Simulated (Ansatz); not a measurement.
# CsTlO: the cost of one run

All numbers below are computed with Ansatz 0.2.0 (DFT PBE, scalar-relativistic, plane waves, PAW).

2 further runs of the same task are left out: 1 that didn't finish, 1 set aside as unsound or not needed.

## 1. The system as given

The cell holds 24 atoms (Cs8O8Tl8): a = 9.128 Å, b = 8.902 Å, c = 9.276 Å, α = 90.24°, β = 87.87°, γ = 92.85°.

It is the last frame of an earlier stage of the same melt, run at 3600 K.

Its coordinates follow in the input file.

## 2. Langevin stage at 2590 K

One k point, a Fermi-Dirac width of 0.223 eV and a fixed cell.

The input, input.yaml:

```yaml
crystal:
  lattice:
    - [9.123891, -0.224028, 0.171195]
    - [-0.224028, 8.899478, -0.01659]
    - [0.171195, -0.01659, 9.274794]
  atoms:
    - { symbol: Cs, position: [0.4320652135, 0.2860850884, 0.9573122898] }
    - { symbol: Cs, position: [0.9748831637, 0.3192521099, 0.4591222189] }
    - { symbol: Cs, position: [0.4881573125, 0.3868293934, 0.4857547013] }
    - { symbol: Cs, position: [0.2145053657, 0.5170771787, 0.7605350533] }
    - { symbol: Cs, position: [0.1025504254, 0.9038682546, 0.4421943177] }
    - { symbol: Cs, position: [0.320076916, 0.0647972848, 0.1944289956] }
    - { symbol: Cs, position: [0.6239049031, 0.0867307646, 0.6875305004] }
    - { symbol: Cs, position: [0.7221816893, 0.0595823059, 0.22310196] }
    - { symbol: Tl, position: [0.7144840896, 0.6832890031, 0.3421819531] }
    - { symbol: Tl, position: [0.5003839426, 0.7728794367, 0.8814755366] }
    - { symbol: Tl, position: [0.8349185534, 0.6061527541, 0.6885551639] }
    - { symbol: Tl, position: [0.9994921151, 0.8808412234, 0.0275802585] }
    - { symbol: Tl, position: [0.4381523334, 0.6546809189, 0.1960515785] }
    - { symbol: Tl, position: [0.1278681288, 0.5407983338, 0.2361293541] }
    - { symbol: Tl, position: [0.8035724776, 0.4764620477, 0.1572738783] }
    - { symbol: Tl, position: [0.9114554641, 0.235529784, 0.957222751] }
    - { symbol: O, position: [0.1368235168, 0.3140977909, 0.0811522398] }
    - { symbol: O, position: [0.6050630383, 0.9514731486, 0.9552494782] }
    - { symbol: O, position: [0.8158148875, 0.1039420398, 0.488535759] }
    - { symbol: O, position: [0.8388252755, 0.5698601392, 0.9461982849] }
    - { symbol: O, position: [0.4517984882, 0.6588674853, 0.4493577708] }
    - { symbol: O, position: [0.9623720869, 0.8266346986, 0.7247795454] }
    - { symbol: O, position: [0.3222837536, 0.2924173723, 0.3072041788] }
    - { symbol: O, position: [0.2353935897, 0.7484178678, 0.0737597642] }
  symmetry: { detect: false }
basis:
  ecutwfc: 420
  xc_grid: 1
kpoints:
  mp_grid: { grid: [1, 1, 1], shift: [0.25, 0.25, 0.25] }
hamiltonian:
  xc: pbe
scf:
  occupations: { method: fermi_dirac, width: 0.2232 }
  lower_state_search: "off"
  convergence: { dr2_threshold: 1.0e-05 }
output:
  forces: true
  stress: true
md:
  timestep: 2.0
  n_steps: 149
  ensemble: nvt_langevin
  friction: 0.005
  temperature: 2590.0
  initial_velocities: maxwell_boltzmann
  seed: 21853
```

Launch:

```sh
$ ansatz run input.yaml --threads 2 --pin off --max-ram 5120MiB --backend cpu --events-out ev --progress --plain --runs-dir out
```

Q: Estimate wall time and peak memory on 2 threads of AMD EPYC 9R45 (Zen 5), shared host.

About 4.2 min, with a peak of 1.1 GiB.
